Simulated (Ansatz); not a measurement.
# Ba2Tl5V3O12 (P-3m1) in Ansatz: notebook

Aim: see how the results for Ba2Tl5V3O12 move with the level of theory and the settings. Levels: PBE, BLYP. Tasks: band structure.

All numbers are computed with Ansatz 0.2.0; they aren't measurements. Logs are shortened: lines on timing, memory, paths and dates and some standing lists are left out, and cuts for length are marked.

**1. The structure**

Symmetry: P-3m1, No. 164, trigonal system. The conventional cell has a = 8.154 Å, b = 8.154 Å, c = 6.921 Å, α = 90.00°, β = 90.00°, γ = 120.00°. Around Ba (site symmetry 3m) lie 6 O at 2.80 Å. Around V (site symmetry 2/m) lie 4 O at 1.82 Å. Tl (site symmetry 2/m) has 4 O at 2.53 Å as nearest neighbours. Tl (site symmetry 3m) has 6 O at 2.73 Å and 3 V at 2.82 Å and 3 Tl at 3.03 Å as nearest neighbours. Around O (site symmetry 1) lie 1 V at 1.82 Å.

The cell was built by a generator and needn't be a form met in nature.

**2. Band structure, PBE, collinear spin, ferromagnetic start**

File input.yaml:

```yaml
crystal:
  lattice:
    - [8.15421, 0.0, 0.0]
    - [-4.07711, 7.06176, 0.0]
    - [0.0, 0.0, 6.92128]
  atoms:
    - { symbol: Ba, position: [0.0, 0.0, 0.23552] }
    - { symbol: Ba, position: [0.0, 0.0, 0.76448] }
    - { symbol: V, position: [0.5, 0.0, 0.0], spin: 2.0 }
    - { symbol: V, position: [0.0, 0.5, 0.0], spin: 2.0 }
    - { symbol: V, position: [0.5, 0.5, 0.0], spin: 2.0 }
    - { symbol: Tl, position: [0.5, 0.0, 0.5] }
    - { symbol: Tl, position: [0.0, 0.5, 0.5] }
    - { symbol: Tl, position: [0.5, 0.5, 0.5] }
    - { symbol: Tl, position: [0.33333, 0.66667, 0.22489] }
    - { symbol: Tl, position: [0.66667, 0.33333, 0.77511] }
    - { symbol: O, position: [0.3389, 0.34334, 0.81444] }
    - { symbol: O, position: [0.65666, 0.99556, 0.81444] }
    - { symbol: O, position: [0.00444, 0.6611, 0.81444] }
    - { symbol: O, position: [0.34334, 0.3389, 0.18556] }
    - { symbol: O, position: [0.99556, 0.65666, 0.18556] }
    - { symbol: O, position: [0.6611, 0.00444, 0.18556] }
    - { symbol: O, position: [0.6611, 0.65666, 0.18556] }
    - { symbol: O, position: [0.34334, 0.00444, 0.18556] }
    - { symbol: O, position: [0.99556, 0.3389, 0.18556] }
    - { symbol: O, position: [0.65666, 0.6611, 0.81444] }
    - { symbol: O, position: [0.00444, 0.34334, 0.81444] }
    - { symbol: O, position: [0.3389, 0.99556, 0.81444] }
hamiltonian:
  xc: pbe
  pseudopotentials: { kind: paw }
magnetization:
  spin_polarized: true
kpoints:
  mp_grid: { grid: [4, 4, 4] }
  band_path:
    path:
      - [[0.0, 0.0, 0.0], [0.5, 0.0, 0.0], [0.3333333333, 0.3333333333, 0.0], [0.0, 0.0, 0.0], [0.0, 0.0, 0.5], [0.5, 0.0, 0.5], [0.3333333333, 0.3333333333, 0.5], [0.0, 0.0, 0.5]]
      - [[0.5, 0.0, 0.5], [0.5, 0.0, 0.0]]
      - [[0.3333333333, 0.3333333333, 0.0], [0.3333333333, 0.3333333333, 0.5]]
    npoints: 10
scf:
  occupations: { method: fermi_dirac, width: 0.05 }
  n_extra_bands: 55
output:
  forces: true
  stress: true
  eigenvalues: true
  fatbands: false
```

Potentials or basis: Ansatz PAW.

Run with:

```bash
$ ansatz run input.yaml --threads 8 --pin off --max-ram 20480MiB --backend cpu --events-out ev --progress --plain --runs-dir out
```

Standard output:

```text
Warning: the atoms were moved onto the symmetric positions of the space group found under crystal.symmetry.tolerance 1.0e-5 (fractional; no operation is sought that the atoms, as they stand in a round, miss by more than twice it, and no atom is moved by as much as it), and the run uses the moved positions. Before a round's move an operation carried an atom to 8.15e-5 Å from where it should land, the largest such distance. Atom 8 (counting from 0) moved farthest, by 4.71e-5 Å; the longest move in fractions of the cell, of whichever atom, is 0.47 of the tolerance, in 1 round. To run the atoms as typed, lower crystal.symmetry.tolerance until the operations that they miss are no longer found, or set crystal.symmetry.detect: false (a key that needs symmetry detection or time reversal refuses this as the deck is read). The positions used, in the order of the run's atom list: position: [0.0, 0.0, 0.23552]; position: [0.0, 0.0, 0.76448]; position: [0.5, 0.0, 0.0]; position: [0.0, 0.5, 0.0]; position: [0.5, 0.5, 0.0]; position: [0.5, 0.0, 0.5]; position: [0.0, 0.5, 0.5]; position: [0.5, 0.5, 0.5]; position: [0.3333333333333333, 0.6666666666666666, 0.22489]; position: [0.6666666666666666, 0.3333333333333333, 0.77511]; position: [0.3389, 0.34334, 0.81444]; position: [0.65666, 0.99556, 0.81444]; position: [0.00444, 0.6611, 0.81444]; position: [0.34334, 0.3389, 0.18556]; position: [0.99556, 0.65666, 0.18556]; position: [0.6611, 0.00444, 0.18556]; position: [0.6611, 0.65666, 0.18556]; position: [0.34334, 0.00444, 0.18556]; position: [0.99556, 0.3389, 0.18556]; position: [0.65666, 0.6611, 0.81444]; position: [0.00444, 0.34334, 0.81444]; position: [0.3389, 0.99556, 0.81444]; The lattice was moved too: crystal.lattice keeps the space group found at crystal.symmetry.tolerance 1.0e-5 only nearly: the operation that it misses by the most changes a squared length by the fraction 2.42e-6. The run uses the lattice that is a stretch of the typed one, with no rotation, onto the one that keeps every operation to a double's rounding (on a very oblique basis the stretch itself rounds by more); the deck's lattice vector that moved farthest moved by 4.96e-6 Å. To run the lattice as typed, set crystal.symmetry.tolerance under 1.00e-6, the least fraction by which an operation that the lattice misses changes a squared length (the same key also sets how far an atom may lie from its image, so lowering it can lose operations that the atoms keep only within it), or set crystal.symmetry.detect: false, as for the atoms. crystal.lattice made exact, in Å and degrees: [[8.154214036954041, 2.8867513456420303e-6, 0.0], [-4.077109518477021, 7.061755060522189, 0.0], [0.0, 0.0, 6.92128]]. Pasted over the deck's crystal.lattice, beside positions in fractional coordinates, it runs the same cell (given as lengths and angles, that cell in the form's own orientation, a rigid turn of the misfit's size from the one run here, for which a checkpoint.post_process_only pass over this run's state can be refused: where this run relaxes nothing, give such a pass this deck's own crystal.lattice, as typed; behind a relaxation, as crystal.lattice, the state's own cell, identity.cell in its checkpoint.json), and a matrix so pasted ends this notice, except on a very skew basis of the lattice, where the rounding of the pasted numbers themselves can read as a misfit: the cell is then moved again, and that move is told again. The lattice as run is in this notice's lattice.as_run_ang field (Run.prep()["deck_notices"] in Python, the deck_notice line of an events file, deck_notices of ansatz run --dry-run=json, or deck_notices in record.json in the deck's checkpoint.write directory).
Warning: RAYON_NUM_THREADS=8 ignored (pool sized by the plan → 8); use --threads N
[... 113 lines left out ...]
  k-point 1 ↑: bands = ["-57.2282", "-57.2279", "-57.2279", "-31.1492", "-31.1457", "-31.1457", "-31.0721", "-31.0705", "-31.0705", "-31.0407", "-31.0407", "-31.0386", "-19.9646", "-19.7365", "-9.9783", "-9.6387", "-9.6387", "-9.3083", "-9.3083", "-9.1679", "-9.1037", "-9.1037", "-8.9116", "-8.8410", "-8.8410", "-8.5930", "-6.3411", "-4.8408", "-4.7320", "-4.7320", "-4.5803", "-4.5803", "-3.9513", "-3.9513", "-3.7022", "-3.6319", "-3.6319", "-3.5971", "-3.5971", "-3.5166", "-3.4332", "-3.4332", "-3.3484", "-3.0920", "-3.0920", "-3.0543", "-3.0479", "-3.0479", "-3.0425", "-2.9205", "-2.8902", "-2.8902", "-2.8592", "-2.8592", "-2.8519", "-2.7680", "-2.7680", "0.3205", "0.8379", "2.1337", "2.1337", "2.3546", "3.3338", "3.5258", "3.5258", "3.6754", "3.6754", "3.8209", "3.8261", "4.1603", "4.1603", "4.3034", "4.3034", "4.7128", "4.7346", "4.7346", "4.9361", "4.9361", "5.1053", "5.1292", "5.1292", "5.3452", "5.3452", "5.4042", "5.6253", "5.9419", "5.9419", "6.0052", "6.4308", "6.4308", "6.6584", "6.6896", "6.6896", "6.7408", "7.1058", "7.1348", "7.2956", "7.3645", "7.3645", "8.2287", "8.2287", "9.0439", "9.2366", "9.2599", "9.2599", "9.4238", "9.4238", "9.5976", "9.8149", "9.8432", "9.8432", "10.0141", "10.1148", "10.1148", "11.1135", "11.1135", "11.2493", "12.2593", "12.2593", "12.7347", "13.2162", "13.4706", "13.4706", "13.5471", "13.5471", "13.6687", "13.6687", "13.8010", "13.9647", "13.9647", "14.1710", "14.1710", "14.2653", "14.4493", "14.8006", "15.1335", "15.1335", "15.3907", "15.3907", "15.4915", "15.5177", "15.5177", "15.7793", "15.9545", "16.0132", "16.0132", "16.0589", "16.3111", "16.3111", "16.3629", "16.4584", "16.4982", "16.5286"]
  k-point 2 ↑: bands = ["-57.2282", "-57.2279", "-57.2279", "-31.1492", "-31.1457", "-31.1457", "-31.0721", "-31.0705", "-31.0705", "-31.0407", "-31.0407", "-31.0386", "-19.9209", "-19.7834", "-9.9438", "-9.6043", "-9.6043", "-9.2925", "-9.2925", "-9.2124", "-9.1198", "-9.1198", "-8.8912", "-8.8851", "-8.8851", "-8.6156", "-5.9712", "-5.2920", "-4.6836", "-4.6836", "-4.6347", "-4.6347", "-3.9425", "-3.9425", "-3.6906", "-3.6468", "-3.6468", "-3.5807", "-3.5807", "-3.5288", "-3.4513", "-3.4513", "-3.3412", "-3.0875", "-3.0875", "-3.0541", "-3.0433", "-3.0421", "-3.0421", "-2.9137", "-2.8826", "-2.8826", "-2.8541", "-2.8541", "-2.8487", "-2.7632", "-2.7632", "0.5097", "0.7396", "2.5745", "2.5745", "2.6008", "3.0548", "3.2412", "3.2412", "3.4316", "3.4482", "3.4482", "3.7446", "3.7871", "3.7871", "4.2734", "4.2734", "4.6832", "4.8940", "4.8940", "5.0813", "5.0863", "5.0863", "5.1087", "5.1087", "5.4297", "5.4297", "5.6185", "5.6737", "5.9497", "5.9497", "6.1948", "6.2898", "6.2898", "6.4707", "6.4707", "6.5486", "6.7787", "6.8757", "7.1158", "7.7618", "8.2099", "8.2099", "8.2184", "8.2184", "9.0338", "9.2656", "9.2656", "9.3406", "9.3406", "9.5688", "9.7903", "9.7903", "9.8118", "9.9837", "9.9837", "10.4027", "10.5910", "11.1512", "11.5968", "11.5968", "11.7035", "11.7776", "11.7776", "13.0265", "13.0584", "13.0584", "13.3781", "13.3781", "13.5212", "13.6477", "13.6477", "13.7420", "13.7420", "13.7918", "14.2673", "14.2673", "14.7469", "14.7966", "15.0557", "15.1952", "15.1952", "15.5520", "15.5996", "15.5996", "15.7993", "15.7993", "15.9305", "15.9305", "16.0067", "16.0172", "16.2676", "16.2676", "16.3580", "16.4282", "16.4528", "16.8087"]
  k-point 12 ↓: bands = ["-57.2281", "-57.2280", "-57.2279", "-31.1480", "-31.1468", "-31.1457", "-31.0716", "-31.0710", "-31.0705", "-31.0407", "-31.0400", "-31.0393", "-19.9208", "-19.7834", "-9.8987", "-9.7853", "-9.6473", "-9.2694", "-9.2423", "-9.2039", "-8.9945", "-8.9650", "-8.9507", "-8.9149", "-8.8120", "-8.7567", "-5.9694", "-5.2899", "-4.7473", "-4.7176", "-4.6405", "-4.6347", "-3.9365", "-3.8865", "-3.8181", "-3.6945", "-3.5867", "-3.5497", "-3.5360", "-3.5351", "-3.4925", "-3.4591", "-3.1186", "-3.0958", "-3.0801", "-3.0674", "-3.0589", "-3.0408", "-3.0149", "-2.9085", "-2.8921", "-2.8799", "-2.8750", "-2.8665", "-2.8577", "-2.8556", "-2.7723", "0.6666", "0.7734", "2.4742", "2.5156", "2.6002", "3.1546", "3.1584", "3.2166", "3.2356", "3.4784", "3.4914", "3.7382", "3.8323", "3.8879", "4.0149", "4.1075", "4.3343", "4.3673", "4.8168", "4.9873", "5.2098", "5.2642", "5.3482", "5.3939", "5.4944", "5.5275", "5.8767", "6.0834", "6.1445", "6.1474", "6.3248", "6.3475", "6.4076", "6.4315", "6.4719", "6.6988", "6.7135", "6.7655", "6.9483", "7.3652", "8.1434", "8.1822", "8.2863", "8.5224", "9.2277", "9.2748", "9.3352", "9.4778", "9.5279", "9.6208", "9.6436", "9.7214", "9.7680", "9.8366", "10.1547", "10.1576", "10.4794", "10.9366", "11.3361", "11.5172", "11.5899", "11.7117", "11.7560", "11.9541", "12.2968", "12.8260", "12.9873", "13.0754", "13.4782", "13.5631", "13.8776", "14.0840", "14.2486", "14.2832", "14.4261", "14.5344", "14.5468", "14.7473", "15.3898", "15.4408", "15.5451", "15.5648", "15.5938", "15.6180", "15.7962", "15.7986", "15.9493", "16.0284", "16.0328", "16.0773", "16.1710", "16.2314", "16.3266", "16.3527", "16.5505", "16.8310"]
```

Run time: 38 s. Hardware: 8 threads of Intel Xeon Gold 6455B (Sapphire Rapids), shared host; peak memory 5.9 GiB.

Results:

* Free energy: -84662.9150 eV
* Pressure: 0.2 GPa
* Largest force: 0.055 eV/Å
* Band gap on the k mesh: none (metal or under the smearing width)
* Net moment: 0.00 μB per cell
* Absolute moment: 0.00 μB per cell

Forces on the atoms (eV/Å):
```
Ba   0.000  0.000 -0.004
Ba   0.000  0.000  0.004
V    0.000  0.000  0.000
V    0.000  0.000  0.000
V    0.000  0.000  0.000
Tl   0.000  0.000  0.000
Tl   0.000  0.000  0.000
Tl   0.000  0.000  0.000
Tl   0.000  0.000 -0.010
Tl   0.000  0.000  0.010
O    0.042  0.009  0.034
O   -0.029  0.032  0.034
O   -0.014 -0.041  0.034
O   -0.014  0.041 -0.034
O    0.042 -0.009 -0.034
O   -0.029 -0.032 -0.034
O   -0.042 -0.009 -0.034
O    0.029 -0.032 -0.034
O    0.014  0.041 -0.034
O    0.014 -0.041  0.034
O   -0.042  0.009  0.034
O    0.029  0.032  0.034
```

Levels at the corners of the path, in eV from the Fermi level:
Spin up:
```tsv
point	band 95	band 96	band 97	band 98	band 99	band 100	band 101	band 102
Γ	-0.49	-0.49	-0.36	-0.15	0.18	0.77	0.77	1.00
M	-0.76	-0.56	-0.33	-0.31	-0.21	0.55	0.74	0.97
K	-0.84	-0.52	-0.34	-0.34	0.19	0.19	0.68	0.94
Γ	-0.49	-0.49	-0.36	-0.15	0.18	0.77	0.77	1.00
A	-0.59	-0.35	0.30	0.75	0.75	0.75	0.75	1.57
L	-0.71	-0.51	-0.12	0.71	0.74	0.78	1.07	1.71
H	-0.79	-0.28	-0.28	0.65	0.71	0.94	0.94	1.84
A	-0.59	-0.35	0.30	0.75	0.75	0.75	0.75	1.57
L	-0.71	-0.51	-0.12	0.71	0.74	0.78	1.07	1.71
M	-0.76	-0.56	-0.33	-0.31	-0.21	0.55	0.74	0.97
K	-0.84	-0.52	-0.34	-0.34	0.19	0.19	0.68	0.94
H	-0.79	-0.28	-0.28	0.65	0.71	0.94	0.94	1.84
```
Spin down:
```csv
point,band 95,band 96,band 97,band 98,band 99,band 100,band 101,band 102
Γ,-0.49,-0.49,-0.36,-0.15,0.18,0.77,0.77,1.00
M,-0.76,-0.56,-0.33,-0.31,-0.21,0.55,0.74,0.97
K,-0.84,-0.52,-0.34,-0.34,0.19,0.19,0.68,0.94
Γ,-0.49,-0.49,-0.36,-0.15,0.18,0.77,0.77,1.00
A,-0.59,-0.35,0.30,0.75,0.75,0.75,0.75,1.57
L,-0.71,-0.51,-0.12,0.71,0.74,0.78,1.07,1.71
H,-0.79,-0.28,-0.28,0.65,0.71,0.94,0.94,1.84
A,-0.59,-0.35,0.30,0.75,0.75,0.75,0.75,1.57
L,-0.71,-0.51,-0.12,0.71,0.74,0.78,1.07,1.71
M,-0.76,-0.56,-0.33,-0.31,-0.21,0.55,0.74,0.97
K,-0.84,-0.52,-0.34,-0.34,0.19,0.19,0.68,0.94
H,-0.79,-0.28,-0.28,0.65,0.71,0.94,0.94,1.84
```

Caveat: the pressure holds a Pulay correction of +0.4 GPa for the finite cutoff; spin-orbit coupling is left out, which moves the levels of the heavy elements; semilocal functionals often make such compounds metallic where correlation or magnetic order opens a gap, which also shifts bond lengths; the starting moments weren't kept. With open d or f shells a metallic result of PBE can be an artefact of self-interaction; +U or a hybrid may open a gap.

**3. Band structure, BLYP, collinear spin, ferromagnetic start**

input.yaml, as its differences from that of step 2:

```diff
@@ -29,3 +29,3 @@
 hamiltonian:
-  xc: pbe
+  xc: blyp
   pseudopotentials: { kind: paw }
@@ -49 +49,5 @@
   fatbands: false
+  write_density: true
+  write_potential: true
+  elf: true
+  volumetric_format: npy
```

Potentials or basis: Ansatz PAW.

Run with:

```bash
$ ansatz run input.yaml --threads 8 --pin off --max-ram 20480MiB --backend cpu --events-out ev --progress --plain --runs-dir out
```

Wall time 80 s (8 threads of Intel Xeon Platinum 8259CL at 2.50GHz (Skylake/Cascade Lake), shared host); peak memory 6 GiB.

The run converged. Its results:

```
Free energy            : -84884.3840 eV
Pressure               : 3.8 GPa
Largest force          : 0.161 eV/Å
Band gap on the k mesh : none (metal or under the smearing width)
Net moment             : 0.00 μB per cell
Absolute moment        : 0.00 μB per cell
```

Forces on the atoms (eV/Å):
```
Ba   0.000  0.000  0.082
Ba   0.000  0.000 -0.082
V    0.000  0.000  0.000
V    0.000  0.000  0.000
V    0.000  0.000  0.000
Tl   0.000  0.000  0.000
Tl   0.000  0.000  0.000
Tl   0.000  0.000  0.000
Tl   0.000  0.000 -0.019
Tl   0.000  0.000  0.019
O   -0.108 -0.109 -0.047
O    0.149 -0.039 -0.047
O   -0.041  0.148 -0.047
O   -0.041 -0.148  0.047
O   -0.108  0.109  0.047
O    0.149  0.039  0.047
O    0.108  0.109  0.047
O   -0.149  0.039  0.047
O    0.041 -0.148  0.047
O    0.041  0.148 -0.047
O    0.108 -0.109 -0.047
O   -0.149 -0.039 -0.047
```

Stress tensor (GPa, compression positive):
```
3.39 0.00 0.00
0.00 3.39 0.00
0.00 0.00 4.70
```

Levels at the corners of the path, in eV from the Fermi level:
Spin up:
| point | band 94 | band 95 | band 96 | band 97 | band 98 | band 99 | band 100 | band 101 | band 102 | band 103 |
| --- | --- | --- | --- | --- | --- | --- | --- | --- | --- | --- |
| Γ | -0.74 | -0.48 | -0.48 | -0.35 | -0.14 | 0.21 | 0.72 | 0.72 | 0.96 | 1.41 |
| M | -0.81 | -0.78 | -0.55 | -0.32 | -0.30 | -0.19 | 0.53 | 0.70 | 0.93 | 1.75 |
| K | -0.84 | -0.84 | -0.51 | -0.33 | -0.33 | 0.19 | 0.19 | 0.64 | 0.91 | 1.84 |
| Γ | -0.74 | -0.48 | -0.48 | -0.35 | -0.14 | 0.21 | 0.72 | 0.72 | 0.96 | 1.41 |
| A | -0.69 | -0.58 | -0.34 | 0.29 | 0.70 | 0.70 | 0.73 | 0.73 | 1.55 | 1.79 |
| L | -0.74 | -0.69 | -0.48 | -0.10 | 0.67 | 0.71 | 0.76 | 1.02 | 1.69 | 1.85 |
| H | -0.77 | -0.77 | -0.25 | -0.25 | 0.62 | 0.69 | 0.90 | 0.90 | 1.81 | 1.81 |
| A | -0.69 | -0.58 | -0.34 | 0.29 | 0.70 | 0.70 | 0.73 | 0.73 | 1.55 | 1.79 |
| L | -0.74 | -0.69 | -0.48 | -0.10 | 0.67 | 0.71 | 0.76 | 1.02 | 1.69 | 1.85 |
| M | -0.81 | -0.78 | -0.55 | -0.32 | -0.30 | -0.19 | 0.53 | 0.70 | 0.93 | 1.75 |
| K | -0.84 | -0.84 | -0.51 | -0.33 | -0.33 | 0.19 | 0.19 | 0.64 | 0.91 | 1.84 |
| H | -0.77 | -0.77 | -0.25 | -0.25 | 0.62 | 0.69 | 0.90 | 0.90 | 1.81 | 1.81 |
Spin down:
| point | band 94 | band 95 | band 96 | band 97 | band 98 | band 99 | band 100 | band 101 | band 102 | band 103 |
| --- | --- | --- | --- | --- | --- | --- | --- | --- | --- | --- |
| Γ | -0.74 | -0.48 | -0.48 | -0.35 | -0.14 | 0.21 | 0.72 | 0.72 | 0.96 | 1.41 |
| M | -0.81 | -0.78 | -0.55 | -0.32 | -0.30 | -0.19 | 0.53 | 0.70 | 0.93 | 1.75 |
| K | -0.84 | -0.84 | -0.51 | -0.33 | -0.33 | 0.19 | 0.19 | 0.64 | 0.91 | 1.84 |
| Γ | -0.74 | -0.48 | -0.48 | -0.35 | -0.14 | 0.21 | 0.72 | 0.72 | 0.96 | 1.41 |
| A | -0.69 | -0.58 | -0.34 | 0.29 | 0.70 | 0.70 | 0.73 | 0.73 | 1.55 | 1.79 |
| L | -0.74 | -0.69 | -0.48 | -0.10 | 0.67 | 0.71 | 0.76 | 1.02 | 1.69 | 1.85 |
| H | -0.77 | -0.77 | -0.25 | -0.25 | 0.62 | 0.69 | 0.90 | 0.90 | 1.81 | 1.81 |
| A | -0.69 | -0.58 | -0.34 | 0.29 | 0.70 | 0.70 | 0.73 | 0.73 | 1.55 | 1.79 |
| L | -0.74 | -0.69 | -0.48 | -0.10 | 0.67 | 0.71 | 0.76 | 1.02 | 1.69 | 1.85 |
| M | -0.81 | -0.78 | -0.55 | -0.32 | -0.30 | -0.19 | 0.53 | 0.70 | 0.93 | 1.75 |
| K | -0.84 | -0.84 | -0.51 | -0.33 | -0.33 | 0.19 | 0.19 | 0.64 | 0.91 | 1.84 |
| H | -0.77 | -0.77 | -0.25 | -0.25 | 0.62 | 0.69 | 0.90 | 0.90 | 1.81 | 1.81 |

Caveat: the pressure holds a Pulay correction of +0.5 GPa for the finite cutoff; spin-orbit coupling is left out, which moves the levels of the heavy elements; semilocal functionals often make such compounds metallic where correlation or magnetic order opens a gap, which also shifts bond lengths; the PAW data sets come from PBE, with cores solved anew for the run's functional, which leaves a small shift of forces and pressure; the starting moments weren't kept. With open d or f shells a metallic result of BLYP can be an artefact of self-interaction; +U or a hybrid may open a gap.
